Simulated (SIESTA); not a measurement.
Ta3AsAu2O13 in SIESTA: convergence with real-space mesh cutoff

Ta3AsAu2O13:

```
Ta As Au O
1.0
     5.72385   -0.00745   -0.00403
     1.30279    6.25499    0.00561
     0.27574    1.30074    8.36754
Ta As Au O
3 1 2 13
Direct
  0.21713 0.30521 0.58431
  0.03325 0.11123 0.99855
  0.58248 0.62145 0.50482
  0.58707 0.89691 0.83049
  0.58004 0.09228 0.18613
  0.04485 0.82077 0.44682
  0.66201 0.69726 0.71088
  0.51632 0.13418 0.69625
  0.85098 0.88773 0.91932
  0.34466 0.87003 0.94651
  0.73015 0.29240 0.03095
  0.24622 0.21809 0.11075
  0.12900 0.09398 0.49104
  0.48032 0.38887 0.43499
  0.05966 0.26685 0.78594
  0.93330 0.53240 0.45645
  0.49975 0.85161 0.34971
  0.25256 0.62988 0.62473
  0.91878 0.95175 0.22636
```

The cell was built by a generator and needn't be a form met in nature.

* Program: SIESTA 5.4.2
* Task: single point
* Functional: PBE
* Potentials or basis: PseudoDojo 0.4 standard (PBE files)
* Basis: DZP (energy shift 0.003 Ry; two zetas on semicore shells)
* Grid cutoff: 100 Ry
* Energy shift: 0.003 Ry
* k mesh: 5 × 5 × 4
* Occupations: fermi-dirac, width 0.05 eV
* Spin: no spin polarisation

These are the settings of the first run; the series varies real-space mesh cutoff, with any setting tied to it.

Hardware: 4 MPI ranks on Intel(R) Xeon(R) 6975P-C (Granite Rapids), with other jobs on the host.

Q: The values tried are 100 Ry, 150 Ry, 200 Ry, 300 Ry, 400 Ry, 500 Ry, 700 Ry, 900 Ry, 1200 Ry, loosest first. From which on does the pressure stay within 0.1 GPa of the tightest run that finished?

A: From 150 Ry on.

```tsv
real-space mesh cutoff	energy less the tightest run, at zero smearing (meV/atom)	pressure (GPa)	SCF cycles	CPU time (s)
100 Ry	-10.78	4.04	14	100
150 Ry	-0.97	3.81	14	110
200 Ry	0.55	3.75	14	110
300 Ry	0.43	3.75	14	130
400 Ry	0.19	3.75	14	140
500 Ry	0.10	3.75	14	170
700 Ry	0.04	3.75	14	200
900 Ry	0.01	3.75	14	260
1200 Ry	0.00	3.75	14	350
```

Against the tightest run, the energy stays within 1 meV/atom from 150 Ry on. Values are those asked for, which the program may round to a finer grid. The tightest run that finished is the yardstick and may itself not be fully converged.

Caveat, for the tightest run too: short orbitals over semicore shells can move pressures by several GPa; the basis of atomic orbitals isn't converged, which shifts pressures, moduli and gaps.
